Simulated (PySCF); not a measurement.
**Sn3: singlet, from a equilateral triangle start**

The task is one start of a wider search on Sn3: the singlet, from a equilateral triangle start. It is relaxed, tested by its Hessian and followed downhill if it is a saddle.

The runs use PySCF 2.14.0; PBE0, basis Sn def2-TZVP with ECP28, scalar-relativistic core potentials, no spin–orbit coupling, density fitting.

### Step 1. The starting structure

3 atoms, charge 0, spin multiplicity 1.

Bond lengths: Sn1–Sn2 2.800 Å, Sn1–Sn3 2.800 Å, Sn2–Sn3 2.800 Å. Angles: Sn2–Sn1–Sn3 60.0°, Sn1–Sn2–Sn3 60.0°, Sn1–Sn3–Sn2 60.0°.

Coordinates in bohr (charge 0 multiplicity 1):
```
Sn    1.5275   -2.6457    0.0000
Sn   -3.0549    0.0000    0.0000
Sn    1.5274    2.6456    0.0000
```

### Step 2. First SCF at the start

The steps below are one call of a driver around PySCF. For each, scf.py gives the equivalent set-up of the SCF; relaxations use the driver's own optimiser. After this first run the driver tries any further starts and a stability analysis.

Contents of scf.py:

```python
from pyscf import gto, scf, dft
mol = gto.M(atom='''
Sn     0.808300    -1.400020     0.000000
Sn    -1.616590     0.000010     0.000000
Sn     0.808290     1.400010     0.000000''',
    basis={'Sn': 'def2-TZVP'},
    ecp={'Sn': 'def2-TZVP'},
    charge=0, spin=0)
mf = dft.RKS(mol, xc='PBE0')
mf.grids.atom_grid = (50, 194)
aux = {'Sn': 'def2-universal-JKFIT'}
mf = mf.density_fit(auxbasis=aux)
mf.conv_tol = 1e-08
mf.diis_space = 10
mf.max_cycle = 60
mf.init_guess = 'huckel'
mf.verbose = 4
mf.kernel()
```

The run is started by

```
$ OMP_NUM_THREADS=4 python axn.py task.json out
```

The program printed:

```text
init E= -642.557362960003
cycle= 1 E= -642.53739432217  delta_E= 0.02  |g|= 1.39  |ddm|= 3.11
  HOMO = -0.0884687162937183  LUMO = -0.070998305461984  gap/eV = 0.47539
cycle= 2 E= -642.217273748562  delta_E= 0.32  |g|= 1.93  |ddm|= 3.34
  HOMO = -0.188154352704067  LUMO = -0.158097153950531  gap/eV = 0.81790
cycle= 3 E= -642.942209182243  delta_E= -0.725  |g|= 0.0909  |ddm|= 1.78
  HOMO = -0.190470346578035  LUMO = -0.1517825268996  gap/eV = 1.05275
cycle= 4 E= -642.940243105098  delta_E= 0.00197  |g|= 0.108  |ddm|= 0.28
  HOMO = -0.188591001287988  LUMO = -0.154055470635894  gap/eV = 0.93976
cycle= 5 E= -642.944172805953  delta_E= -0.00393  |g|= 0.0345  |ddm|= 0.205
  HOMO = -0.189847481613934  LUMO = -0.153992698861709  gap/eV = 0.97566
cycle= 6 E= -642.944558054167  delta_E= -0.000385  |g|= 0.00401  |ddm|= 0.0538
  HOMO = -0.189786120939882  LUMO = -0.153968982464272  gap/eV = 0.97463
cycle= 7 E= -642.944577591705  delta_E= -1.95e-05  |g|= 0.00306  |ddm|= 0.0212
  HOMO = -0.189885255389327  LUMO = -0.153944854796192  gap/eV = 0.97799
cycle= 8 E= -642.944588642728  delta_E= -1.11e-05  |g|= 0.00312  |ddm|= 0.0132
  HOMO = -0.189941007302237  LUMO = -0.153956272981998  gap/eV = 0.97919
cycle= 9 E= -642.944605288118  delta_E= -1.66e-05  |g|= 0.00223  |ddm|= 0.0163
  HOMO = -0.189975688432816  LUMO = -0.153892964390391  gap/eV = 0.98186
cycle= 10 E= -642.944639972976  delta_E= -3.47e-05  |g|= 0.00245  |ddm|= 0.0415
  HOMO = -0.190290298407339  LUMO = -0.153463530569103  gap/eV = 1.00211
cycle= 11 E= -642.944730113754  delta_E= -9.01e-05  |g|= 0.00251  |ddm|= 0.142
  HOMO = -0.190259016972496  LUMO = -0.153518397630972  gap/eV = 0.99976
cycle= 12 E= -642.944734703987  delta_E= -4.59e-06  |g|= 0.00182  |ddm|= 0.00724
  HOMO = -0.190436960596712  LUMO = -0.153444616666581  gap/eV = 1.00661
cycle= 13 E= -642.944763957471  delta_E= -2.93e-05  |g|= 0.00173  |ddm|= 0.108
  HOMO = -0.190199092890025  LUMO = -0.153670864014217  gap/eV = 0.99398
cycle= 14 E= -642.944764878413  delta_E= -9.21e-07  |g|= 0.000533  |ddm|= 0.00295
  HOMO = -0.190259194048927  LUMO = -0.153597146153714  gap/eV = 0.99763
cycle= 15 E= -642.944766621378  delta_E= -1.74e-06  |g|= 0.000499  |ddm|= 0.0292
  HOMO = -0.190249140802667  LUMO = -0.153617718674551  gap/eV = 0.99679
cycle= 16 E= -642.944766670772  delta_E= -4.94e-08  |g|= 0.000382  |ddm|= 0.00837
  HOMO = -0.19017749346673  LUMO = -0.153695917576481  gap/eV = 0.99271
cycle= 17 E= -642.944766760686  delta_E= -8.99e-08  |g|= 7.06e-05  |ddm|= 0.00452
  HOMO = -0.190196086994138  LUMO = -0.153678809448586  gap/eV = 0.99369
cycle= 18 E= -642.944766757484  delta_E= 3.2e-09  |g|= 7.19e-05  |ddm|= 0.00167
  HOMO = -0.190188002288576  LUMO = -0.153685370861399  gap/eV = 0.99329
Extra cycle  E= -642.944766749173  delta_E= 8.31e-09  |g|= 0.000165  |ddm|= 0.000351
converged SCF energy = -642.944766749173
```

This step, with its further starts and checks, took 19 s on 4 threads of Arm Neoverse V1, shared host.

The starts that the driver tried:

```
                      start  energy (Eh)
    the minimal-basis guess  -642.944767
a thermally smeared density  -642.944765
      a smeared PBE density  -642.944765
```

No lower closed-shell solution turned up from the other starts or in the test of internal stability.

### Step 3. Equilateral triangle start, singlet: relaxation

The program finds D3h symmetry in the start, which this walk keeps. Threshold on the gradient: 0.0003 Eh/bohr, with a further test on the energy change.

scf.py: that of step 2 with these lines changed.

```diff
@@ -3,3 +3,3 @@
-Sn     0.808300    -1.400020     0.000000
-Sn    -1.616590     0.000010     0.000000
-Sn     0.808290     1.400010     0.000000''',
+Sn     0.808295    -1.400013     0.000000
+Sn    -1.616594     0.000002     0.000000
+Sn     0.808299     1.400010     0.000000''',
@@ -16 +15,0 @@
-mf.init_guess = 'huckel'
```

Steps of the walk:

```
step  energy (Eh)  change (kJ/mol)  largest symmetric gradient (Eh/bohr)
   0  -642.944766             0.00                               0.00315
   1  -642.944828            -0.16                               0.00163
   2  -642.944851            -0.22                               0.00004
```

The walk took 11 s.

Geometry (Å) and forces (eV/Å) at some steps, with the part that breaks the symmetry left in:

```
step 0
Sn   0.808  -1.400   0.000   1.374  -0.143   0.000
Sn  -1.617   0.000   0.000  -0.806   1.122   0.000
Sn   0.808   1.400   0.000  -0.568  -0.979   0.000
step 1
Sn   0.811  -1.404   0.000   1.331  -0.075   0.000
Sn  -1.621   0.000   0.000  -0.727   1.119   0.000
Sn   0.811   1.404   0.000  -0.605  -1.043   0.000
step 2
Sn   0.813  -1.408   0.000   1.287  -0.004   0.000
Sn  -1.626   0.000   0.000  -0.643   1.115   0.000
Sn   0.813   1.408   0.000  -0.643  -1.111   0.000
```

It settles in D3h symmetry, 0.2 kJ/mol below the start, after 2 steps: Sn–Sn 2.816 Å (×3); Sn–Sn–Sn 60.0° (×3). A gradient of 0.0250 Eh/bohr that breaks the symmetry is left: this electronic state wants a lower symmetry.

### Step 4. Relaxing without the symmetry constraint

The geometry is nudged along the force that breaks the symmetry.

The program finds C2v symmetry in the start, which may break.

scf.py: that of step 3 with these lines changed.

```diff
@@ -3,3 +3,3 @@
-Sn     0.808295    -1.400013     0.000000
-Sn    -1.616594     0.000002     0.000000
-Sn     0.808299     1.400010     0.000000''',
+Sn     0.879704    -1.408208    -0.000000
+Sn    -1.659647     0.049992     0.000000
+Sn     0.779943     1.358216     0.000000''',
```

Energy and gradient, step by step:

```
step  energy (Eh)  change (kJ/mol)  largest gradient (Eh/bohr)
   0  -642.952417             0.00                     0.01762
   1  -642.956809           -11.53                     0.01246
   2  -642.961049           -22.66                     0.00548
   3  -642.961612           -24.14                     0.00356
   4  -642.961785           -24.60                     0.00113
   5  -642.961798           -24.63                     0.00024
   6  -642.961798           -24.63                     0.00005
```

The walk took 27 s.

Geometry (Å) and forces (eV/Å) at some steps:

```
step 0
Sn   0.880  -1.408   0.000   0.909   0.030   0.000
Sn  -1.660   0.050   0.000  -0.425   0.797   0.000
Sn   0.780   1.358   0.000  -0.484  -0.827   0.000
step 1
Sn   0.932  -1.410   0.000   0.650  -0.011   0.000
Sn  -1.687   0.094   0.000  -0.332   0.537   0.000
Sn   0.755   1.315   0.000  -0.317  -0.526   0.000
step 3
Sn   1.076  -1.424   0.000   0.134  -0.127   0.000
Sn  -1.771   0.213   0.000  -0.185   0.013   0.000
Sn   0.695   1.211   0.000   0.051   0.114   0.000
step 6
Sn   1.111  -1.436   0.000   0.011   0.007   0.000
Sn  -1.800   0.236   0.000  -0.003  -0.015   0.000
Sn   0.689   1.200   0.000  -0.008   0.008   0.000
```

End point (C2v, 6 steps, 24.6 kJ/mol gained): Sn–Sn 2.669 Å (×2), Sn–Sn 3.358 Å; Sn–Sn–Sn 51.0° (×2), Sn–Sn–Sn 77.9°.

### Step 5. Hessian and properties

On the finer grid the gradient is checked again; gradients at displacements of ±0.02 bohr then give force constants and infrared intensities.

scf.py: that of step 4 with these lines changed.

```diff
@@ -3,3 +3,3 @@
-Sn     0.879704    -1.408208    -0.000000
-Sn    -1.659647     0.049992     0.000000
-Sn     0.779943     1.358216     0.000000''',
+Sn     1.110767    -1.436282    -0.000000
+Sn    -1.800330     0.235630     0.000000
+Sn     0.689563     1.200652     0.000000''',
@@ -10 +10 @@
-mf.grids.atom_grid = (50, 194)
+mf.grids.atom_grid = (75, 302)
@@ -13 +13 @@
-mf.conv_tol = 1e-08
+mf.conv_tol = 1e-10
```

The driver hands on the density of the step before, so the log starts near convergence.

Log of the central SCF (cycles and frontier levels):

```text
init E= -642.961968667306
  HOMO = -0.202032421558669  LUMO = -0.127006327625478  gap/eV = 2.04156
cycle= 1 E= -642.961968666809  delta_E= 4.97e-10  |g|= 3.54e-05  |ddm|= 6.57e-05
  HOMO = -0.202033003268106  LUMO = -0.127006028821363  gap/eV = 2.04159
cycle= 2 E= -642.961968661821  delta_E= 4.99e-09  |g|= 0.000111  |ddm|= 0.000206
  HOMO = -0.202032595605291  LUMO = -0.127006138880603  gap/eV = 2.04157
cycle= 3 E= -642.961968667346  delta_E= -5.52e-09  |g|= 7.33e-06  |ddm|= 0.000159
  HOMO = -0.202032548991235  LUMO = -0.127006186295003  gap/eV = 2.04157
cycle= 4 E= -642.961968667366  delta_E= -2.05e-11  |g|= 9.7e-07  |ddm|= 1.07e-05
  HOMO = -0.202032607898001  LUMO = -0.127006230065106  gap/eV = 2.04157
Extra cycle  E= -642.961968667363  delta_E= 3.07e-12  |g|= 2.18e-06  |ddm|= 4.7e-06
converged SCF energy = -642.961968667363
```

The whole step took 50 s.

Geometry: C2v; Sn–Sn 2.670 Å (×2), Sn–Sn 3.357 Å; Sn–Sn–Sn 51.1° (×2), Sn–Sn–Sn 77.9°.

Modes, for the most abundant isotopes:

```json
{"symmetry": "a1", "ω (cm⁻¹)": "75", "IR (km/mol)": "0.6"}
{"symmetry": "b2", "ω (cm⁻¹)": "199", "IR (km/mol)": "7.4"}
{"symmetry": "a1", "ω (cm⁻¹)": "207", "IR (km/mol)": "0.8"}
```

All wavenumbers are real: a minimum.

Properties at this point:

```yaml
Dipole_moment: 0.55 D
Highest_occupied_level: -5.50 eV
Lowest_empty_level: -3.46 eV
Rotational_constants: 0.04889, 0.02495, 0.01652 cm⁻¹
Zero-point_energy: 2.9 kJ/mol
Principal_polarisabilities: 90.9, 163.9, 219.3 bohr³
Atomisation_energy_without_zero-point_energy: 488 kJ/mol
Principal_traceless_quadrupole_moments_about_the_centre_of_mass: -1.57, -0.89, 2.46 D Å
Entropy_at_298.15_K_and_1_bar: 339.6 J/(mol K)
Heat_capacity_Cp_at_298.15_K: 56.8 J/(mol K)
Enthalpy_at_298.15_K_above_0_K: 14.89 kJ/mol
Rotational_symmetry_number: 2
```

Populations by atom (charges in e):

```json
{"atom": "Sn1", "Mulliken": "0.05", "Löwdin": "0.07", "polar tensor": "0.14", "Mayer order to Sn1": "–"}
{"atom": "Sn2", "Mulliken": "0.05", "Löwdin": "0.07", "polar tensor": "0.14", "Mayer order to Sn1": "1.00"}
{"atom": "Sn3", "Mulliken": "-0.11", "Löwdin": "-0.15", "polar tensor": "-0.27", "Mayer order to Sn1": "1.54"}
```

Outer orbital energies (eV). occupied: -27.54, -27.53, -14.27, -11.44, -9.90, -5.84, -5.61, -5.50; empty: -3.46, -2.61, -1.57, -1.34.

Mulliken populations on Sn1 (outside its core potential): s 3.93, p 7.94, d 10.08, f 0.01.

### Step 6. Stability of the closed shell

At the lowest minimum the closed shell is tested against spin polarisation, on the (50, 194) grid. It is stable.

### Step 7. Summary of results

```
                                 quantity                                                                   value
                                  minimum                                                            singlet, C2v
                                 geometry  Sn–Sn 2.670 Å (×2), Sn–Sn 3.357 Å; Sn–Sn–Sn 51.1° (×2), Sn–Sn–Sn 77.9°
                       wavenumbers (cm⁻¹)                                             75 (a1), 199 (b2), 207 (a1)
                            dipole moment                                                                  0.55 D
     highest occupied, lowest empty level                                                         -5.50, -3.46 eV
               polar-tensor charge of Sn1                                                                 +0.14 e
                        zero-point energy                                                              2.9 kJ/mol
                      entropy at 298.15 K                                                         339.6 J/(mol K)
atomisation energy (no zero-point energy)                                                              488 kJ/mol
```

In words: The equilateral triangle start (D3h) ends in a minimum of C2v symmetry. In the infrared the band at 199 cm⁻¹ (b2) leads. Only this shape and spin were tried, so other structures or states may lie lower.

The search up to here took 1.9 min on 4 threads of Arm Neoverse V1, shared host.
